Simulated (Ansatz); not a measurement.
# BH₂OTe radical (SMILES B[Te][O]): a rigid scan of the bond length B1–H4

An exercise on one series of results from a longer session: the logs are not shown, and one member is left open.

Method: single points in def2-TZVPP; program: Ansatz 0.2.0, Gaussian basis.

Levels: PBE-D4, r2SCAN-D4, PBE0-D4, B3LYP-D4, wB97M-V, Hartree-Fock, MP2, CCSD, CCSD(T). The scan takes 0.977, 1.028, 1.101, 1.187, 1.283, 1.385, 1.494, 1.609, 1.729 Å.

Correlated methods freeze the cores. Filled d shells of the heavier atoms are correlated. Core potentials replace the inner electrons past krypton, and spin-orbit coupling is left out. Orbitals are unrestricted. B3LYP uses VWN-RPA correlation.

26 further runs of the same task are left out: 26 set aside as unsound or not needed.

### The starting structure

SMILES `B[Te][O]`, 5 atoms, charge 0, spin multiplicity 2.

Atoms are counted from 1 here; the program's logs count them from 0.

Bond lengths: B1–Te2 2.135 Å, B1–H4 1.162 Å, B1–H5 1.162 Å, Te2–O3 1.820 Å. Angles: Te2–B1–H4 118.4°, Te2–B1–H5 119.7°, H4–B1–H5 121.9°, B1–Te2–O3 100.0°.

Geometry (Å):

```xyz
5

B    -0.27582    0.72637   -0.03518
Te   -0.51531   -1.39112    0.09612
O     1.22902   -1.90926    0.07992
H    -1.22925    1.39023   -0.05857
H     0.79136    1.18378   -0.08230
```

Set-up of the first run:

relax/in.yaml reads:

```yaml
crystal:
  periodic: [false, false, false]
  atoms:
    - {symbol: B, position_ang: [-0.275820, 0.726370, -0.035180]}
    - {symbol: Te, position_ang: [-0.515310, -1.391120, 0.096120]}
    - {symbol: O, position_ang: [1.229020, -1.909260, 0.079920]}
    - {symbol: H, position_ang: [-1.229250, 1.390230, -0.058570]}
    - {symbol: H, position_ang: [0.791360, 1.183780, -0.082300]}
basis:
  gaussian: {orbitals: def2-TZVP}
magnetization: {spin_polarized: true, initial_magnetization: 1}
hamiltonian: {xc: pbe0, dispersion: d4}
relax: {f_tol: 0.005, max_steps: 200}
```

No record of the launch command was kept for these runs.

Among the steps run: Finding the minimum; The minimum at every level; B1–H4 = 0.977 Å; B1–H4 = 1.028 Å; B1–H4 = 1.101 Å; B1–H4 = 1.187 Å; B1–H4 = 1.283 Å; B1–H4 = 1.385 Å; B1–H4 = 1.494 Å; B1–H4 = 1.609 Å; B1–H4 = 1.729 Å.

One table of the session follows, with a row left open; its other results are not shown here.

Energies less that of the minimum at the same level (kcal/mol):

```
bond length (Å)  PBE-D4  PBE0-D4  B3LYP-D4  wB97M-V  Hartree-Fock
          0.977    19.3     18.7      17.8     17.7          18.1
          1.028       ?        ?         ?        ?             ?
          1.101     3.0      2.7       2.3      2.3           2.3
          1.187     0.0      0.0       0.0      0.0           0.0
1.192 (minimum)     0.0      0.0       0.0      0.0           0.0
          1.283     1.6      2.0       2.2      2.3           2.5
          1.385     6.8      7.6       7.9      8.3           8.9
          1.494    14.2     15.8      15.9     16.9          18.1
          1.609    23.5     25.8      25.7     27.2          29.3
          1.729    33.8     36.8      36.5     38.4          41.5
```

Q: Estimate the row for bond length (Å) = 1.028 from the others.

Worked estimate for «PBE-D4». A straight line through the neighbours (0.977, 19.3) and (1.101, 3.0) gives 19.3 + (3.0 − 19.3) × (1.028 − 0.977) / (1.101 − 0.977) = 12.6; a parabola fitted to 3 rows on both sides gives 10.9.

The run gave: PBE-D4: 10.4; PBE0-D4: 9.9; B3LYP-D4: 9.2; wB97M-V: 9.1; Hartree-Fock: 9.3. In «PBE-D4» the line misses by +2.2 and the parabola by +0.5.

Limits of these values: A polynomial through the near points puts the CCSD(T) minimum 0.003 Å below the PBE0-D4 value.
